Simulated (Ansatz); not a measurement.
# BrFH4Sn (built from SMILES Br.[F][SnH3]): a reaction path by the nudged elastic band

What path joins these two structures, and how high does it climb? Both ends were relaxed at PBE0-D4 in triple zeta.

Method: PBE0-D4/def2-SVP; program: Ansatz 0.2.0, Gaussian basis.

24 further runs of the same task are left out: 2 that didn't finish, 22 set aside as unsound or not needed.

### 1 Starting geometry

The first end: 7 atoms, charge 0, spin multiplicity 1.

Atoms are counted from 1 here; the program's logs count them from 0.

Bond lengths: Sn1–F2 1.950 Å, Sn1–H3 1.698 Å, Sn1–H4 1.696 Å, Sn1–H5 1.696 Å, H6–Br7 1.441 Å. Angles: F2–Sn1–H3 103.0°, F2–Sn1–H4 103.8°, F2–Sn1–H5 103.8°, H3–Sn1–H4 114.6°, H3–Sn1–H5 114.6°, H4–Sn1–H5 115.0°.

As a file:

```mol
BrFH4Sn
  3D, bonds by distance, orders not assigned

  7  5  0  0  0  0  0  0  0  0999 V2000
   -0.6385   -0.9398   -0.0316 Sn  0  0
    1.1453   -0.2268   -0.3648 F   0  0
   -0.4749   -2.5807   -0.4352 H   0  0
   -1.6314   -0.0504   -1.0808 H   0  0
   -0.8913   -0.6407    1.6189 H   0  0
    1.3597    1.5319   -0.0359 H   0  0
    1.1311    2.9066    0.3294 Br  0  0
  1  2  8  0
  1  3  8  0
  1  4  8  0
  1  5  8  0
  6  7  8  0
M  END
```

The second end:

| atom | x (Å) | y (Å) | z (Å) |
| --- | --- | --- | --- |
| Sn1 | -1.08220 | -0.28868 | 0.22720 |
| F2 | 2.67009 | -0.13015 | -0.73860 |
| H3 | -0.03224 | -1.49164 | -0.33772 |
| H4 | -2.35788 | 0.06432 | -0.83639 |
| H5 | -1.60560 | -0.52853 | 1.82458 |
| H6 | 2.11965 | 0.56200 | -0.44626 |
| Br7 | 0.28819 | 1.81277 | 0.30719 |

### 2 The band at PBE0-D4/def2-SVP

Input file neb/in.yaml:

```yaml
crystal:
  periodic: [false, false, false]
  atoms:
    - {symbol: Sn, position_ang: [-0.638513, -0.939751, -0.031601]}
    - {symbol: F, position_ang: [1.145297, -0.226808, -0.364810]}
    - {symbol: H, position_ang: [-0.474853, -2.580731, -0.435189]}
    - {symbol: H, position_ang: [-1.631382, -0.050409, -1.080767]}
    - {symbol: H, position_ang: [-0.891281, -0.640748, 1.618891]}
    - {symbol: H, position_ang: [1.359670, 1.531908, -0.035881]}
    - {symbol: Br, position_ang: [1.131062, 2.906639, 0.329356]}
basis:
  gaussian: {orbitals: def2-SVP}
hamiltonian: {xc: pbe0, dispersion: d4}
neb:
  images: 5
  climbing: true
  max_iterations: 40
  initial_path: idpp
  final_atoms:
    - {symbol: Sn, position_ang: [-1.082201, -0.288676, 0.227200]}
    - {symbol: F, position_ang: [2.670087, -0.130152, -0.738596]}
    - {symbol: H, position_ang: [-0.032240, -1.491643, -0.337719]}
    - {symbol: H, position_ang: [-2.357883, 0.064324, -0.836395]}
    - {symbol: H, position_ang: [-1.605604, -0.528527, 1.824576]}
    - {symbol: H, position_ang: [2.119653, 0.562003, -0.446258]}
    - {symbol: Br, position_ang: [0.288187, 1.812771, 0.307191]}
```

Run with:

```bash
ansatz run in.yaml --threads 4 --pin off --events-out ev --progress --plain --max-ram 9574MiB
```

What it wrote:

```text
Functional definition: PBE0
  name "PBE0"
  cite "Adamo & Barone, J. Chem. Phys. 110, 6158 (1999) doi:10.1063/1.478522"
  cite "Perdew, Burke & Ernzerhof, Phys. Rev. Lett. 77, 3865 (1996) doi:10.1103/PhysRevLett.77.3865"
  parent pbe
  parameter a = 0.25
  parameter kappa = 0.804
  parameter beta = 0.06672455060314922
  exchange = (1 - a)*pbe_x(kappa = kappa, mu = beta*pi^2/3) + a*exact_x
  correlation = pbe_c(beta = beta)
1055 factors; integrals over basis functions are off by at most 4.0e-4 eV
mean field evaluation 1: about -78636.7976 eV, gradient 3.2e1 eV
mean field evaluation 2: about -78632.9430 eV, gradient 5.9e1 eV
mean field evaluation 4: about -78638.5457 eV, gradient 1.4e0 eV
mean field evaluation 8: about -78638.5690 eV, gradient 1.3e-2 eV
mean field -78638.56901248 eV, -2889.9141080721 hartree, gradient 1.5e-5 eV, S^2 0.000000; 0 other end points of the search recorded, 0 dependent functions left out
the calculation of the forces begins
reference -78638.56904315 eV, -2889.9141091991 hartree; 35, 35 occupied and 57, 57 virtual orbitals, 1055 factors
[... from here to the last solve, the lines of the solves are left out (87 solves) ...]
WARN: NEB end point (image 0): max|allowed force component| = 4.751e-1 eV/Å (the criterion of neb.relax_end_points is 1.000e-2). That is over neb.f_tol: it is no minimum, so the barrier can be far off. Relax it first
WARN: NEB end point (image 6): max|allowed force component| = 1.641e-1 eV/Å (the criterion of neb.relax_end_points is 1.000e-2). That is over neb.f_tol: it is no minimum, so the barrier can be far off. Relax it first
NEB iter   1: max|band force component| = 4.892e0 eV/Å  barrier→ = 2.2077 eV  barrier← = 2.6318 eV  Δτ_max = 0.2000 Å  (173 SCF iters)
NEB iter   2: max|band force component| = 3.277e0 eV/Å  barrier→ = 1.0809 eV  barrier← = 1.5049 eV  Δτ_max = 0.2000 Å  (140 SCF iters)
NEB iter   3: max|band force component| = 1.260e1 eV/Å  barrier→ = 0.6268 eV  barrier← = 1.0508 eV  Δτ_max = 0.1003 Å  (144 SCF iters)
NEB iter   4: max|band force component| = 9.635e-1 eV/Å  barrier→ = 0.2494 eV  barrier← = 0.6735 eV  Δτ_max = 0.1369 Å  (138 SCF iters)
NEB iter   5: max|band force component| = 2.039e0 eV/Å  barrier→ = 0.2178 eV  barrier← = 0.6419 eV  Δτ_max = 0.0681 Å  (140 SCF iters)
NEB iter   6: max|band force component| = 3.525e-1 eV/Å  barrier→ = 0.2032 eV  barrier← = 0.6272 eV  CI = image 2  Δτ_max = 0.1164 Å  (142 SCF iters)
NEB iter   7: max|band force component| = 3.711e-1 eV/Å  barrier→ = 0.2673 eV  barrier← = 0.6914 eV  CI = image 2  Δτ_max = 0.0430 Å  (142 SCF iters)
NEB iter   8: max|band force component| = 1.437e-1 eV/Å  barrier→ = 0.2613 eV  barrier← = 0.6854 eV  CI = image 2  Δτ_max = 0.0248 Å  (124 SCF iters)
NEB iter   9: max|band force component| = 9.136e-2 eV/Å  barrier→ = 0.2598 eV  barrier← = 0.6839 eV  CI = image 2  Δτ_max = 0.0092 Å  (130 SCF iters)
1057 factors; integrals over basis functions are off by at most 1.3e-3 eV
mean field evaluation 704: about -78637.7473 eV, gradient 1.5e1 eV
mean field -78638.41304447 eV, -2889.9083763534 hartree, gradient 1.2e-6 eV, S^2 0.000000; 0 other end points of the search recorded, 0 dependent functions left out
the calculation of the forces begins
reference -78638.41307269 eV, -2889.9083773904 hartree; 35, 35 occupied and 57, 57 virtual orbitals, 1057 factors
NEB iter  10: max|band force component| = 1.800e-2 eV/Å  barrier→ = 0.2594 eV  barrier← = 0.6835 eV  CI = image 2  Δτ_max = 0.0000 Å  (892 SCF iters)
Total energy: -78638.40636461 eV, -2889.9081308732 hartree
Atom 0 at    -0.637977    -0.499401     0.064162 Å, force    -0.010121     0.010616     0.006137 eV/Å
Atom 1 at     1.430636    -0.333934    -0.458682 Å, force     0.013151    -0.007965    -0.006616 eV/Å
Atom 2 at    -0.494183    -2.159849    -0.342628 Å, force    -0.000108    -0.004451    -0.000296 eV/Å
Atom 3 at    -1.619790     0.315131    -1.055396 Å, force     0.000116    -0.001971    -0.004202 eV/Å
Atom 4 at    -0.853644    -0.300305     1.735842 Å, force     0.000443    -0.002802     0.002099 eV/Å
Atom 5 at     1.464049     0.764844    -0.229606 Å, force    -0.004015     0.006133     0.001660 eV/Å
Atom 6 at     0.710909     2.213615     0.286307 Å, force     0.000533     0.000439     0.001217 eV/Å
Dipole moment:    -0.479175    -0.611654    -0.002686 e Å
```

Wall time 1.7 min (4 threads of Arm Neoverse V2, shared host).

The last band:

```
image  path (Å)  energy (kcal/mol)  Sn1–Br7 (Å)  F2–H6 (Å)  Sn1–F2 (Å)  H6–Br7 (Å)
    0      0.00                0.0         4.25       1.80        1.95        1.44
    1      0.73                0.1         3.60       1.62        1.99        1.46
    2      1.45                6.0         3.04       1.12        2.14        1.71
    3      2.02                1.5         2.73       0.97        2.42        1.98
    4      2.59               -4.8         2.59       0.94        2.85        2.14
    5      3.16               -9.4         2.54       0.93        3.31        2.26
    6      3.73               -9.8         2.51       0.93        3.88        2.34
```

The highest image, 2:

```xyz
7
charge 0, multiplicity 1
Sn   -0.6380   -0.4994    0.0642
F     1.4306   -0.3339   -0.4587
H    -0.4942   -2.1598   -0.3426
H    -1.6198    0.3151   -1.0554
H    -0.8536   -0.3003    1.7358
H     1.4640    0.7648   -0.2296
Br    0.7109    2.2136    0.2863
```

### 3 What came out

```
                                                                       quantity                                                   value
                                                PBE0-D4/def2-SVP, 10 iterations  highest 6.0 kcal/mol (image 2), last end -9.8 kcal/mol
from earlier runs: barrier over the separately found saddle, CCSD(T)/def2-TZVPP                                           12.0 kcal/mol
```

**Reading.** The highest image lies 6.0 kcal/mol above the first end, and it climbed, so it estimates the saddle. The ends are not quite minima at this level (largest force component 0.48 eV/Å), so the heights are unreliable: relaxing the first end would lower it and raise the barrier above it. The highest image is 6.0 kcal/mol below the CCSD(T) barrier in triple zeta, which comes from separate runs on the saddle.
